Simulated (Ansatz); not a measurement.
# AlCl3: the cost of one run

Method: RKS PBE0-D4/cc-pVDZ, in Ansatz 0.2.0.

## Step 1: Starting point

Bond lengths: Al1–Cl2 2.230 Å, Al1–Cl3 2.230 Å, Al1–Cl4 2.230 Å. Angles: Cl2–Al1–Cl3 120.0°, Cl2–Al1–Cl4 120.0°, Cl3–Al1–Cl4 120.0°.

Coordinates:

```xyz
4

Al    0.0000    0.0000    0.0000
Cl    0.0000    0.0000    2.2300
Cl    1.9312    0.0000   -1.1150
Cl   -1.9312    0.0000   -1.1150
```

## Step 2: Relaxing the start

Contents of input.yaml:

```yaml
crystal:
  periodic: [false, false, false]
  atoms:
    - { symbol: Al, position_ang: [0.0, 0.0, 0.0] }
    - { symbol: Cl, position_ang: [0.0, 0.0, 2.23] }
    - { symbol: Cl, position_ang: [1.9312, 0.0, -1.115] }
    - { symbol: Cl, position_ang: [-1.9312, 0.0, -1.115] }
basis:
  gaussian: { orbitals: cc-pVDZ }
hamiltonian:
  xc: pbe0
  dispersion: d4
relax:
  f_tol: 0.02
  max_steps: 40
output:
  orbitals: {}
```

On the command line:

```sh
> ansatz run input.yaml --threads 1 --pin off --max-ram 2048MiB --backend cpu --events-out ev --progress --plain --runs-dir out
```

**Question.** How long does this run take on 1 thread of Arm Neoverse V1, shared host, and how much memory does it need?

About 16 s, with a peak of 0.16 GiB.
